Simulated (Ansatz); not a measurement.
Consider an equation of state with a fit of Al3Ag, space group Pm-3m (the Ansatz DFT code, driven from Python).

`run_eos.py`
```python
'''Energy against volume for Al3Ag, with a fit.'''

import warnings

import ansatz as az
import numpy as np
from scipy.optimize import curve_fit

vectors0 = np.array([
    [4.08151, 0.0, 0.0],
    [0.0, 4.08151, 0.0],
    [0.0, 0.0, 4.08151],
])
sites = [
    ('Al', [0.0, 0.5, 0.5]),
    ('Al', [0.5, 0.0, 0.5]),
    ('Al', [0.5, 0.5, 0.0]),
    ('Ag', [0.0, 0.0, 0.0]),
]


def on_lattice(cell):
    crystal = az.Crystal(lattice=az.Lattice.of(cell))
    for symbol, position in sites:
        crystal = crystal.atom(symbol, position)
    return crystal

def vinet(v, e0, v0, b0, b1):
    eta = (v / v0) ** (1 / 3)
    return e0 + 2 * b0 * v0 / (b1 - 1) ** 2 * (2 - (5 + 3 * b1 * (eta - 1) - 3 * eta) * np.exp(-1.5 * (b1 - 1) * (eta - 1)))


def main() -> None:
    warnings.simplefilter('ignore', az.DeckWarning)

    # uniform scaling of the cell
    volumes, energies, pressures = [], [], []
    for scale in np.linspace(0.88, 1.12, 7):
        cell = vectors0 * scale ** (1 / 3)
        setup = (
            on_lattice(cell).calculation()
            .occupations('cold', width=150 * az.meV)
            .accuracy('low')
            .scf(max_iterations=200, extra_bands=4, algorithm='direct_min', self_checks='high')
            .functional('LDA')
            .basis(500)
            .kpoints(6, 6, 6)
            .stress()
        )
        data = setup.run().report
        volumes.append(abs(np.linalg.det(cell)) / len(sites))
        energies.append(data['free_energy_ev'] / len(sites))
        pressures.append(np.trace(data['stress_gpa']) / 3)
        print(f'V = {volumes[-1]:8.4f} A^3/atom  F = {energies[-1]:.5f} eV/atom  P = {pressures[-1]:8.3f} GPa')

    guess = (min(energies), volumes[int(np.argmin(energies))], 0.5, 4.5)
    (e0, v0, b0, b1), _ = curve_fit(vinet, np.array(volumes), np.array(energies), p0=guess, maxfev=20000)
    print(f'Vinet fit: V0 = {v0:.4f} A^3/atom, B0 = {160.21766 * b0:.1f} GPa, B1 = {b1:.2f}')
    print('largest residual', round(1000 * float(np.abs(vinet(np.array(volumes), e0, v0, b0, b1) - energies).max()), 3), 'meV/atom')


if __name__ == '__main__':
    main()
```

Where does the minimum lie against the volume typed, and how stiff is the crystal?

A third-order Birch-Murnaghan fit through the 7 points (the script's own form differs a little) has its minimum at 15.93 Å³ an atom, 6.3 % below the typed cell, with a bulk modulus of 99 GPa. From that minimum the energy rises by 20.9 meV an atom on the compressed side and 126.6 meV on the expanded side. The window is off centre, so dB/dP is rough.

The output:

`python run_eos.py` gives:
```text
V =  14.9584 A^3/atom  F = -2249.14807 eV/atom  P =    7.201 GPa
V =  15.6383 A^3/atom  F = -2249.16709 eV/atom  P =    1.965 GPa
V =  16.3183 A^3/atom  F = -2249.16629 eV/atom  P =   -2.175 GPa
V =  16.9982 A^3/atom  F = -2249.14992 eV/atom  P =   -5.400 GPa
V =  17.6781 A^3/atom  F = -2249.12165 eV/atom  P =   -7.781 GPa
V =  18.3580 A^3/atom  F = -2249.08497 eV/atom  P =   -9.402 GPa
V =  19.0380 A^3/atom  F = -2249.04246 eV/atom  P =  -10.584 GPa
Vinet fit: V0 = 15.9291 A^3/atom, B0 = 99.3 GPa, B1 = 5.55
largest residual 0.203 meV/atom
```

What to keep in mind:
- The settings weren't tested for convergence.
- For a metal this k-point mesh is coarse: on a finer one energies can move by several to tens of meV an atom and pressures by half a GPa or more, differences at one mesh by less.
- Pressure is positive in compression.
- At these settings the cell as given stands under about -5 GPa, so it isn't at this functional's equilibrium volume.
- This cell is a computed structure, which may not be the phase found in nature.
- Timing: 36 s on 1 thread of Intel(R) Xeon(R) Platinum 8488C (Sapphire Rapids) (shared host), peak memory 0.51 GiB.

(Lines on the test bed's own set-up are left out of the output.)
